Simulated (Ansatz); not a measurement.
# C2H7Ga (SMILES [CH3][GaH][CH3]) at BLYP/def2-SVP

Aim: the electronic atomisation energy of C2H7Ga at BLYP/def2-SVP, from 4 runs. 

The results are computed with Ansatz 0.2.0.

47 further runs of the same task are left out: 1 that didn't finish, 46 set aside as unsound or not needed.

## 1. The system as given

C2H7Ga: 10 atoms, total charge 0, spin state singlet. SMILES: `[CH3][GaH][CH3]`. The shape is that of a PBE0-D4/def2-TZVP optimisation.

Bond lengths: C1–Ga2 1.971 Å, Ga2–C3 1.971 Å, C1–H4 1.096 Å, C1–H5 1.091 Å, C1–H6 1.092 Å, Ga2–H7 1.579 Å, C3–H8 1.096 Å, C3–H9 1.091 Å, C3–H10 1.092 Å. Some angles: C1–Ga2–C3 120.1°, C1–Ga2–H7 120.0°, C3–Ga2–H7 119.9°, Ga2–C1–H4 109.0°, Ga2–C1–H5 112.5°, Ga2–C1–H6 111.5°, Ga2–C3–H8 109.0°, Ga2–C3–H9 112.5°, Ga2–C3–H10 111.5°, H4–C1–H5 107.5°.

## 2. The energy at BLYP/def2-SVP

Contents of in.yaml:

```yaml
crystal:
  periodic: [false, false, false]
  atoms:
    - {symbol: C, position_ang: [-1.063400, 1.142800, -0.711800]}
    - {symbol: Ga, position_ang: [0.649000, 0.266100, -0.281300]}
    - {symbol: C, position_ang: [0.681500, -1.321500, 0.886900]}
    - {symbol: H, position_ang: [-1.533700, 0.614200, -1.548200]}
    - {symbol: H, position_ang: [-0.935400, 2.183800, -1.011500]}
    - {symbol: H, position_ang: [-1.759700, 1.095200, 0.128600]}
    - {symbol: H, position_ang: [1.997300, 0.836500, -0.872600]}
    - {symbol: H, position_ang: [0.687700, -0.994000, 1.932300]}
    - {symbol: H, position_ang: [1.569300, -1.935900, 0.730500]}
    - {symbol: H, position_ang: [-0.209600, -1.938300, 0.750100]}
basis:
  gaussian:
    orbitals: def2-SVP
hamiltonian:
  xc: {name: BLYP}
accuracy: high
output: {orbitals: {seedname: orbitals}}
```

Command:

```
$ ansatz run in.yaml --threads 1 --pin off --max-ram 3480MiB --events-out events.jsonl --progress --plain --runs-dir runs
```

The program printed:

```text
Warning: RAYON_NUM_THREADS=1 ignored (pool sized by the plan → 1); use --threads N
Functional definition: BLYP
  name "BLYP"
  parameter beta = 0.0042
  parameter a = 0.04918
  parameter b = 0.132
  parameter c = 0.2533
  parameter d = 0.349
  exchange = b88_x(beta = beta)
  correlation = lyp_c(a = a, b = b, c = c, d = d)
2192 factors; integrals over basis functions are off by at most 7.9e-9 eV
mean field evaluation 1: about -54540.8651 eV, gradient 8.6e1 eV
mean field evaluation 2: about -54511.5782 eV, gradient 1.3e2 eV
mean field evaluation 4: about -54557.7534 eV, gradient 4.3e0 eV
mean field evaluation 8: about -54557.8113 eV, gradient 8.7e-2 eV
mean field evaluation 16: about -54557.8113 eV, gradient 3.1e-6 eV
mean field -54557.81134143 eV, -2004.9625861847 hartree, gradient 2.5e-8 eV, S^2 0.000000; 0 other end points of the search recorded, 0 dependent functions left out
reference -54557.81140114 eV, -2004.9625883792 hartree; 25, 25 occupied and 70, 70 virtual orbitals, 2192 factors
Total energy: -54557.81140114 eV, -2004.9625883792 hartree
```

Run time: 7.2 s. Hardware: 1 thread of Arm Neoverse V1, shared host; peak memory 0.26 GiB.

## 3. The C atom, same level

Contents of run.yaml:

```yaml
crystal:
  periodic: [false, false, false]
  atoms:
    - {symbol: C, position_ang: [0.000000, 0.000000, 0.000000]}
basis:
  gaussian:
    orbitals: def2-SVP
magnetization:
  spin_polarized: true
  initial_magnetization: 2
accuracy: high
hamiltonian:
  xc: {name: BLYP}
```

Run the same way, it converges to -37.80070 Eh (log not shown).

## 4. The Ga atom at the same level

Contents of input.yaml:

```yaml
crystal:
  periodic: [false, false, false]
  atoms:
    - {symbol: Ga, position_ang: [0.000000, 0.000000, 0.000000]}
basis:
  gaussian:
    orbitals: def2-SVP
magnetization:
  spin_polarized: true
  initial_magnetization: 1
hamiltonian:
  xc: {name: BLYP}
accuracy: high
```

Run the same way, it converges to -1924.63874 Eh (log not shown).

## 5. The H atom

Contents of input.yaml:

```yaml
crystal:
  periodic: [false, false, false]
  atoms:
    - {symbol: H, position_ang: [0.000000, 0.000000, 0.000000]}
basis:
  gaussian: {orbitals: def2-SVP}
magnetization: {spin_polarized: true, initial_magnetization: 1}
hamiltonian: {xc: {name: BLYP}}
accuracy: high
```

Run the same way, it converges to -0.49640 Eh (log not shown).

## 6. Results

At BLYP/def2-SVP:

| quantity | value |
| --- | --- |
| molecule: total energy | -2004.96259 Eh |
| molecule: HOMO energy | -6.19 eV |
| molecule: LUMO energy | -1.64 eV |
| molecule: HOMO–LUMO gap | 4.55 eV |
| C atom: total energy | -37.80070 Eh |
| C atom: ⟨S²⟩ | 2.002 |
| Ga atom: total energy | -1924.63874 Eh |
| Ga atom: ⟨S²⟩ | 0.751 |
| H atom: total energy | -0.49640 Eh |
| H atom: ⟨S²⟩ | 0.750 |
| electronic atomisation energy | 33.950 eV |

In words: Taking the molecule apart into free atoms costs 33.95 eV (3276 kJ/mol), before zero-point energy and without spin-orbit coupling.
